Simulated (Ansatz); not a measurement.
# MoS2Cl2: up Jacob's ladder to CCSD(T)

An exercise on one series of results from a longer session: the logs are not shown, and one member is left open.

The runs use Ansatz 0.2.0, Gaussian basis; functionals in def2-TZVPP, the program's frozen cores in correlated methods.

Plan: LDA (SPW92), PBE-D4, revPBE-D4, BLYP-D4, r2SCAN-D4, B97M-V, PBE0-D4, B3LYP-D4, r2SCANh-D4, r2SCAN0-D4, HSE06-D4, BHLYP-D4, CAM-B3LYP-D4, LC-ωPBE, ωB97X-V, ωB97M-V, B2PLYP, PBE-QIDH; CCSD(T)/def2-SVP; CCSD(T)/def2-TZVPP; MP2/def2-QZVPP; extrapolation to the limit; RPA on PBE.

### The geometry

The geometry comes from an earlier relaxation with PBE0-D4 in a triple-zeta def2 set; it is a stationary point. Mo takes the def2 core potential; no spin-orbit term is included.

SMILES `[S]=[Mo](=[S])([Cl])[Cl]`, 5 atoms, charge 0, spin multiplicity 1.

Atoms are counted from 1 here; the program's logs count them from 0.

Bond lengths: S1–Mo2 2.084 Å, Mo2–S3 2.084 Å, Mo2–Cl4 2.230 Å, Mo2–Cl5 2.230 Å. Angles: S1–Mo2–S3 107.8°, S1–Mo2–Cl4 109.0°, S1–Mo2–Cl5 109.0°, S3–Mo2–Cl4 109.0°, S3–Mo2–Cl5 109.0°, Cl4–Mo2–Cl5 113.0°.

The first run:

The input, in.yaml:

```yaml
crystal:
  periodic: [false, false, false]
  atoms:
    - {symbol: S, position_ang: [-0.248167, -0.333637, 2.035748]}
    - {symbol: Mo, position_ang: [0.010718, -0.015529, -0.007512]}
    - {symbol: S, position_ang: [1.620107, -1.181021, -0.635706]}
    - {symbol: Cl, position_ang: [-1.827147, -0.677351, -1.082879]}
    - {symbol: Cl, position_ang: [0.494390, 2.133940, -0.351052]}
basis:
  gaussian: {orbitals: def2-TZVPP}
hamiltonian: {xc: lda}
output: {orbitals: {seedname: orbitals}}
```

Steps of the session up to this table: LDA; PBE-D4 (GGA); revPBE-D4 (GGA); BLYP-D4 (GGA); r2SCAN-D4 (meta-GGA); B97M-V (meta-GGA); PBE0-D4 (hybrid); B3LYP-D4 (hybrid); r2SCANh-D4 (hybrid); r2SCAN0-D4 (hybrid); HSE06-D4 (hybrid); BHLYP-D4 (hybrid); CAM-B3LYP-D4 (range-separated); LC-ωPBE-D4 (range-separated; the results give it without D4); ωB97X-V (range-separated); ωB97M-V (range-separated); B2PLYP (double hybrid); PBE-QIDH (double hybrid).

One table of the session follows, with a row left open; its other results are not shown here.

It belongs to the step «Orbital energies across the functionals». 

| functional | HOMO (eV) | LUMO (eV) | gap (eV) |
| --- | --- | --- | --- |
| LDA (SPW92) | -6.79 | -4.75 | 2.05 |
| PBE-D4 | -6.65 | -4.57 | 2.09 |
| revPBE-D4 | -6.60 | -4.50 | 2.10 |
| BLYP-D4 | -6.46 | -4.41 | 2.05 |
| r2SCAN-D4 | -6.94 | -4.62 | 2.32 |
| B97M-V | -6.99 | -4.59 | 2.40 |
| PBE0-D4 | -7.77 | -3.95 | 3.81 |
| B3LYP-D4 | -7.52 | -4.09 | 3.43 |
| r2SCANh-D4 | -7.34 | -4.37 | 2.97 |
| r2SCAN0-D4 | ? | ? | ? |
| HSE06-D4 | -7.38 | -4.32 | 3.06 |
| BHLYP-D4 | -8.70 | -3.11 | 5.59 |
| CAM-B3LYP-D4 | -8.94 | -2.94 | 6.00 |
| LC-ωPBE | -10.24 | -2.01 | 8.23 |
| ωB97X-V | -9.90 | -2.01 | 7.89 |
| ωB97M-V | -9.72 | -1.96 | 7.76 |

Q: Estimate the row for r2SCAN0-D4 from the others.

Worked estimate for «HOMO (eV)». Against the share of exact exchange, r2SCAN-D4 (0, -6.94), r2SCANh-D4 (0.1, -7.34) give a slope of -4.00 per unit share; at 0.25 the line stands at -7.94.

As computed: HOMO (eV): -7.95; LUMO (eV): -3.97; gap (eV): 3.97. In «HOMO (eV)» the line misses by +0.01.
